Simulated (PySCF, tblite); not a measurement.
**CH9FOSi3, a small molecule taken as a stand-in for a surface group (C site with back bonds [SiH3], [SiH3], O[SiH3]): NMR shifts, core binding energies and electronic excitations**

Aim: the NMR shifts, core binding energies and electronic excitations of `FC([SiH3])([SiH3])O[SiH3]`.

Computed with tblite 0.8.0 and PySCF 2.14.0; each step states its level. No surroundings beyond the atoms listed, unless a continuum is named. Atoms count from 0, parts from 1.

## 1. The system as given

15 atoms, charge 0, multiplicity 1; geometry: distance geometry start.

## 2. Relaxing the cluster with GFN2-xTB

Job settings and geometry (Å):

```
{"job": {"kind": "relax", "xc": "GFN2-xTB", "basis": "xTB"}, "charge": 0, "multiplicity": 1}
C      0.335869     0.301371     0.241620
Si    -0.189458    -1.488435     0.240174
Si     2.176976     0.503009     0.292730
O     -0.127549     0.895286    -0.883354
Si    -1.867211     0.750815    -0.805647
F     -0.130755     0.875493     1.413268
H      0.847008    -2.412028     0.689824
H     -1.285707    -1.605401     1.209948
H     -0.744570    -1.874816    -1.080697
H      2.858143    -0.430575     1.184668
H      2.388010     1.864108     0.839563
H      2.783728     0.492943    -1.070310
H     -2.419820     0.045443    -1.993257
H     -2.370618     2.132033    -0.761892
H     -2.199835     0.031124     0.405831
```

With the program's defaults for keys left out, this is: GFN2-xTB geometry optimisation, gas phase.

Started as:

```bash
$ OMP_NUM_THREADS=1 python cluster_run.py task.json out
```

One launch serves the whole session: the jobs run in the order shown.

**Question.** The jobs that follow are: PBE0-D3(BJ)/def2-SVP geometry optimisation, gas phase; GIAO PBE0/pcSseg-1 NMR shielding, non-relativistic, gas phase; delta-SCF UKS SCAN, pcX-2 on the ionised atom, pcseg-1 elsewhere, spin-free X2C; TDDFT CAM-B3LYP/def2-SVPD, vertical, gas phase, core orbitals frozen in the response. Predict: point group; rotational constants (main isotopes); ¹³C shifts against TMS (PBE0/pcSseg-1); ¹H shifts against TMS (PBE0/pcSseg-1, means over atoms taken as alike); ²⁹Si shifts against TMS (PBE0/pcSseg-1, means over atoms taken as alike); ¹⁷O shifts against H2O (PBE0/pcSseg-1); ¹⁹F shifts against CFCl3 (PBE0/pcSseg-1); Si2p binding energies, SCAN/pcX-2; C1s binding energies, SCAN/pcX-2; O1s binding energies, SCAN/pcX-2; F1s binding energies, SCAN/pcX-2; lowest singlet (CAM-B3LYP/def2-SVPD); brightest single state of those computed; lowest triplet; vertical ionisation energy (ΔSCF).

The runs gave:

| quantity | value |
| --- | --- |
| point group | Cs |
| rotational constants (main isotopes) | 2.10, 1.38, 1.03 GHz |
| ¹³C shifts against TMS (PBE0/pcSseg-1) | 123.4 ppm |
| ¹H shifts against TMS (PBE0/pcSseg-1, means over atoms taken as alike) | 4.93, 4.71, 4.06, 4.04, 3.92 ppm |
| ²⁹Si shifts against TMS (PBE0/pcSseg-1, means over atoms taken as alike) | -39.4, -67.5 ppm |
| ¹⁷O shifts against H2O (PBE0/pcSseg-1) | 77.2 ppm |
| ¹⁹F shifts against CFCl3 (PBE0/pcSseg-1) | -161.5 ppm |
| Si2p binding energies, SCAN/pcX-2 | Si4 107.84, Si1 107.06 eV |
| C1s binding energies, SCAN/pcX-2 | C0 293.43 eV |
| O1s binding energies, SCAN/pcX-2 | O3 538.37 eV |
| F1s binding energies, SCAN/pcX-2 | F5 692.23 eV |
| lowest singlet (CAM-B3LYP/def2-SVPD) | 6.34 eV (195 nm), f = 0.035 |
| brightest single state of those computed | state 4, 7.34 eV, f = 0.195 |
| lowest triplet | 5.96 eV |
| vertical ionisation energy (ΔSCF) | 9.29 eV |

**Reading.** The start of the PBE0/def2-SVP relaxation was shaken at random by about 0.01 Å, so part of the energy gained, and of the first lengths quoted, undoes that. The optimisation took 4 steps and gained 0.201 eV; among the close pairs (by a distance rule), Si1–H7 changed most, from 1.437 to 1.492 Å (PBE0/def2-SVP). Hydrogens of an XH3 group are listed apart at this fixed geometry; free rotation makes them one line at their mean. At PBE0/pcSseg-1: The widest tensor belongs to F5: span 303 ppm, with a paramagnetic part of -138 ppm. At SCAN/pcX-2: The Si2p levels kept as sound span 0.78 eV, from Si1 (silicon bonded to C, 3 H) up to Si4 (silicon bonded to O, 3 H). The first singlet state (HOMO→LUMO 0.76, HOMO→LUMO+2 0.10) lies at 6.34 eV and is weak; of the 6 states computed, the strongest absorption comes from state 4 at 7.34 eV (the last state computed absorbs too, and its partners may lie past the list). The lowest triplet lies 0.39 eV below the lowest singlet (triplets in Tamm-Dancoff, singlets in full TDDFT). ΔSCF puts the ionisation energy at 9.29 eV, 0.58 eV above −ε(HOMO). A capped cluster stands for the solid here, so long-range fields and strain are missing, and bands or shifts of the capping hydrogens have no counterpart in it.
